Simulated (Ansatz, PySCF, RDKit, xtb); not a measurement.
# CH3ClGe: a search for the lowest isomer

Only the formula CH3ClGe is given. Aim: find the structure of lowest free energy at 200 K, then its properties.

Plan: many cheap relaxations first (GFN2-xTB), then density-functional screening, relaxation at PBE0-D3(BJ)/def2-SVP, vibrations and a final energy. The numbers are computed, not measured.

6 further runs of the same task are left out: 6 set aside as unsound or not needed.

### 1 Candidates

A program enumerates the bonding patterns with one Lewis structure each (two rings at most, one unusual centre or charged pair), with their diastereomers. O–O, O–halogen and N–halogen bonds and N–N–N chains are not drawn. That gives 10 candidates.

```csv
label,SMILES,spin
c031,[CH3][Ge][Cl],triplet
c262,Cl[CH]=[GeH2],singlet
c308,[CH][GeH2][Cl],triplet
c387,Cl[C][GeH3],singlet
c397,[CH2]=[GeH][Cl],singlet
c418,Cl[CH2][GeH],singlet
c556,[CH][GeH2][Cl],singlet
c648,[CH3][Ge][Cl],singlet
c760,Cl[C][GeH3],triplet
c995,Cl[CH2][GeH],triplet
```

Candidates are built by distance geometry, with a force field where one applies, in up to four conformers (letters a to d). 10 starts with atoms placed at random are added, to find patterns that the rules miss.

**Question.** With final energies at CCSD(T)/def2-TZVPP, which structure will this search put lowest in free energy, and by what margin?

| quantity | value |
| --- | --- |
| lowest structure found | [CH3][Ge][Cl], singlet, Cs |
| next finalist | [CH3][Ge][Cl], triplet, 40.8 kcal/mol higher in G |
| share at equilibrium, among the finalists | 100.0 % |
| harmonic wavenumbers, lowest and highest (PBE0-D3(BJ)/def2-SVP) | 70 and 3169 cm⁻¹ |
| rotational constants, same geometry | 0.3389, 0.1216, 0.09103 cm⁻¹ |
| dipole moment (PBE0/def2-TZVPD) | 2.30 D |
| HOMO energy (PBE0/def2-TZVPD) | -6.91 eV |
| LUMO energy (PBE0/def2-TZVPD) | -2.70 eV |
| HOMO–LUMO gap (PBE0/def2-TZVPD) | 4.21 eV |
| lowest excitation (TD-PBE0/def2-SVPD) | 2.91 eV (f = 0.015) |
| strongest of the states computed, same level | 6.96 eV (f = 0.283) |
| lowest triplet excitation, same level, Tamm-Dancoff | 1.86 eV |
| vertical ionisation energy | 9.00 eV |
| vertical electron affinity | 0.87 eV |
| vertical triplet less singlet | +1.90 eV |

The lowest structure found is `[CH3][Ge][Cl]`. The margin of 40.8 kcal/mol over the next finalist is beyond the usual error of the last level; it says nothing of structures that weren't ranked. r2SCAN-D4/def2-SVP, PBE0-D3(BJ)/def2-SVP, HF/def2-TZVPP and MP2/def2-TZVPP already put its bonding pattern lowest among the structures in one piece. The search is not exhaustive (a finite list of starts, one conformer a finalist), so a lower isomer can't be ruled out. Patterns outside the rules of the enumeration were met only by chance. The lowest isomer need not be the one that is made and kept in a bottle, which depends on barriers.
